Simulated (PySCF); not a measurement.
OAlF2H, in a box:

```xyz
5
Lattice="12.0000 0.0000 0.0000 0.0000 13.0000 0.0000 0.0000 0.0000 11.0000" Properties=species:S:1:pos:R:3 pbc="T T T"
O     5.6580    7.6110    5.4032
Al    5.8894    5.9940    5.4226
F     7.1735    5.3303    6.2938
F     4.8670    4.9746    4.8164
H     4.9644    8.0744    4.9486
```

The cell isn't the ideal one: atoms moved at random, drawn with an rms of 0.05 Å.

Base run:

| Item | Value |
| --- | --- |
| Program | PySCF 2.14.0 |
| Functional | r2SCANh |
| Potentials or basis | 6-31g* (all-electron) |
| k mesh | 1 × 1 × 1 |
| Occupations | fixed |
| Spin | no spin polarisation |

Its results: gap between the frontier levels 8.21 eV.

After a change of settings the same cell gave: gap between the frontier levels 7.19 eV. Which change was it?
A. functional from r2SCANh to X3LYP; dispersion from none to D4
B. functional from r2SCANh to revPBE; dispersion from none to D3(OP)
C. functional from r2SCANh to SCAN

C.

r2SCANh gives the wider gap, since exact exchange removes part of the self-interaction.

Caveats: this is a molecule in a periodic box at the Γ point, so its band gap is the HOMO-LUMO gap; the basis of atomic orbitals isn't converged, which shifts pressures, moduli and gaps.

Runs at the PBE level aren't shown here.
